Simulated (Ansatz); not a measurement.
# CBF₅: a ladder of functionals and wavefunction methods

An exercise on one series of results from a longer session: the logs are not shown, and one member is left open.

The runs use Ansatz 0.2.0, Gaussian basis; functionals in def2-TZVPP, the program's frozen cores in correlated methods.

Plan: LDA (SPW92), PBE-D4, revPBE-D4, BLYP-D4, r2SCAN-D4, B97M-V, PBE0-D4, B3LYP-D4, r2SCANh-D4, r2SCAN0-D4, HSE06-D4, BHLYP-D4, CAM-B3LYP-D4, LC-ωPBE, ωB97X-V, ωB97M-V, B2PLYP, PBE-QIDH; CCSD(T)/def2-SVP; CCSD(T)/def2-TZVPP; MP2/def2-QZVPP; extrapolation to the limit; RPA on PBE.

### The geometry

The geometry comes from an earlier relaxation with PBE0-D4 in a triple-zeta def2 set; it is a stationary point, not always the lowest conformer.

SMILES `FB(F)C(F)(F)F`, 7 atoms, charge 0, spin multiplicity 1.

Atoms are counted from 1 here; the program's logs count them from 0.

Bond lengths: F1–B2 1.305 Å, B2–F3 1.306 Å, B2–C4 1.615 Å, C4–F5 1.343 Å, C4–F6 1.343 Å, C4–F7 1.335 Å. Angles: F1–B2–F3 120.3°, F1–B2–C4 120.7°, F3–B2–C4 119.1°, B2–C4–F5 110.6°, B2–C4–F6 110.6°, B2–C4–F7 112.8°, F5–C4–F6 107.4°, F5–C4–F7 107.6°, F6–C4–F7 107.6°.

Set-up of the first run:

File in.yaml:

```yaml
crystal:
  periodic: [false, false, false]
  atoms:
    - {symbol: F, position_ang: [1.242809, -1.388940, 0.665705]}
    - {symbol: B, position_ang: [0.082445, -0.883454, 0.349006]}
    - {symbol: F, position_ang: [-1.007819, -1.581419, 0.518709]}
    - {symbol: C, position_ang: [-0.027619, 0.609792, -0.257007]}
    - {symbol: F, position_ang: [-0.594392, 0.585126, -1.473913]}
    - {symbol: F, position_ang: [-0.794251, 1.383072, 0.528469]}
    - {symbol: F, position_ang: [1.160127, 1.207822, -0.376769]}
basis:
  gaussian: {orbitals: def2-TZVPP}
hamiltonian: {xc: lda}
output: {orbitals: {seedname: orbitals}}
```

On the command line:

```console
ansatz run in.yaml --threads 4 --pin off --events-out ev --progress --plain --max-ram 10444MiB
```

Among the steps run: LDA; PBE-D4 (GGA); revPBE-D4 (GGA); BLYP-D4 (GGA); r2SCAN-D4 (meta-GGA); B97M-V (meta-GGA); B3LYP-D4 (hybrid); r2SCANh-D4 (hybrid); r2SCAN0-D4 (hybrid); HSE06-D4 (hybrid); BHLYP-D4 (hybrid); CAM-B3LYP-D4 (range-separated); LC-ωPBE (range-separated); ωB97X-V (range-separated); ωB97M-V (range-separated); B2PLYP (double hybrid); PBE-QIDH (double hybrid).

One table of the session follows, with a row left open; its other results are not shown here.

It belongs to the step «Orbital energies across the functionals». 

| functional | HOMO (eV) | gap (eV) |
| --- | --- | --- |
| LDA (SPW92) | -9.05 | 6.42 |
| PBE-D4 | -8.80 | 6.59 |
| revPBE-D4 | -8.70 | 6.66 |
| BLYP-D4 | -8.79 | 6.66 |
| r2SCAN-D4 | -9.23 | 7.38 |
| B97M-V | -9.36 | 7.54 |
| PBE0-D4 | -10.66 | 9.48 |
| B3LYP-D4 | ? | ? |
| r2SCANh-D4 | -9.92 | 8.43 |
| r2SCAN0-D4 | -10.96 | 10.00 |
| HSE06-D4 | -10.24 | 8.68 |
| BHLYP-D4 | -12.54 | 12.40 |
| CAM-B3LYP-D4 | -12.25 | 12.17 |
| LC-ωPBE | -13.48 | 14.80 |
| ωB97X-V | -13.15 | 14.37 |
| ωB97M-V | -13.05 | 14.03 |

Estimate the missing values for B3LYP-D4.

Worked estimate for «HOMO (eV)». Against the share of exact exchange, BLYP-D4 (0, -8.79), BHLYP-D4 (0.5, -12.54) give a slope of -7.50 per unit share; at 0.2 the line stands at -10.29.

The run gave: HOMO (eV): -10.45; gap (eV): 8.96. In «HOMO (eV)» the line misses by +0.16.
